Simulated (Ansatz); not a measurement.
**Cis-Sn(H2O)2Cl4 (Cl4H4O2Sn): structure and electronic state**

What does cis-Sn(H2O)2Cl4 (Cl4H4O2Sn) look like as a singlet, and where do its frontier electrons sit?

The runs use Ansatz 0.2.0, Gaussian basis; RKS PBE0-D4/def2-TZVP.

The runs, in order: relaxation at PBE0-D4/def2-SVP; a single point at PBE0-D4/def2-TZVP.

5 further runs of the same task are left out: 2 that didn't finish, 3 set aside as unsound or not needed. Runs told in other sessions of the task aren't counted.

## (1) Where the work starts

11 atoms, charge 0, spin multiplicity 1.

Atoms are counted from 1 here; the program's logs count them from 0.

Bond lengths: Sn1–O2 2.432 Å, Sn1–Cl5 2.370 Å, Sn1–O6 2.434 Å, Sn1–Cl9 2.368 Å, Sn1–Cl10 2.390 Å, Sn1–Cl11 2.392 Å, O2–H3 0.961 Å, O2–H4 0.958 Å, O6–H7 0.962 Å, O6–H8 0.958 Å. Angles: O2–Sn1–Cl5 163.1°, O2–Sn1–O6 75.6°, O2–Sn1–Cl9 87.7°, O2–Sn1–Cl10 80.7°, O2–Sn1–Cl11 77.2°, Cl5–Sn1–O6 87.6°, Cl5–Sn1–Cl9 109.1°, Cl5–Sn1–Cl10 98.1°, Cl5–Sn1–Cl11 97.9°, O6–Sn1–Cl9 163.2°, O6–Sn1–Cl10 77.2°, O6–Sn1–Cl11 80.3°, Cl9–Sn1–Cl10 98.3°, Cl9–Sn1–Cl11 98.2°, Cl10–Sn1–Cl11 151.8°, Sn1–O2–H3 97.5°, Sn1–O2–H4 105.0°, H3–O2–H4 107.7° and more.

Sn takes a core potential in the def2 sets. No spin-orbit coupling is included.

The start is a GFN1-xTB geometry.

## (2) Relaxation at PBE0-D4/def2-SVP

Input file in.yaml:

```yaml
crystal:
  periodic: [false, false, false]
  atoms:
    - {symbol: Sn, position_ang: [-0.639330, 0.005100, -0.619940]}
    - {symbol: O, position_ang: [-0.324370, 0.115890, 1.788570]}
    - {symbol: H, position_ang: [0.023490, -0.771860, 1.910540]}
    - {symbol: H, position_ang: [-1.209610, 0.134580, 2.154440]}
    - {symbol: Cl, position_ang: [-0.262580, -0.230000, -2.947630]}
    - {symbol: O, position_ang: [1.774460, -0.083590, -0.322220]}
    - {symbol: H, position_ang: [1.916750, 0.843480, -0.110170]}
    - {symbol: H, position_ang: [2.128270, -0.242050, -1.198260]}
    - {symbol: Cl, position_ang: [-2.965560, 0.212140, -0.228000]}
    - {symbol: Cl, position_ang: [-0.047070, 2.311640, -0.415370]}
    - {symbol: Cl, position_ang: [-0.394450, -2.295350, -0.011950]}
basis:
  gaussian: {orbitals: def2-SVP}
hamiltonian: {xc: pbe0, dispersion: d4}
scf: {lower_state_search: "off"}
output: {orbitals: {seedname: orbitals}}
relax: {f_tol: 0.02, max_steps: 100}
```

Started as:

```sh
ansatz run in.yaml --threads 4 --pin off --events-out ev --progress --plain --max-ram 4787MiB
```

Further steps of the session: Single point, PBE0-D4/def2-TZVP.

Before running them: what should the planned runs give, taken together? Wanted: point group; commonest bond, hydrogen aside; HOMO, LUMO at PBE0-D4/def2-TZVP; dipole at PBE0-D4/def2-SVP.

The runs gave:

```
                       quantity                            value
                    point group                               C2
 commonest bond, hydrogen aside  Cl–Sn, 4 of mean length 2.375 Å
HOMO, LUMO at PBE0-D4/def2-TZVP                  -8.80, -2.86 eV
     dipole at PBE0-D4/def2-SVP                           4.36 D
```

**Reading.** The molecule keeps its bonding pattern by the stored test; the atoms moved 0.20 Å (rms). No usable vibrations, so a minimum isn't proven. The point group is read from a loosely relaxed geometry; soft torsions can leave it below the true symmetry.
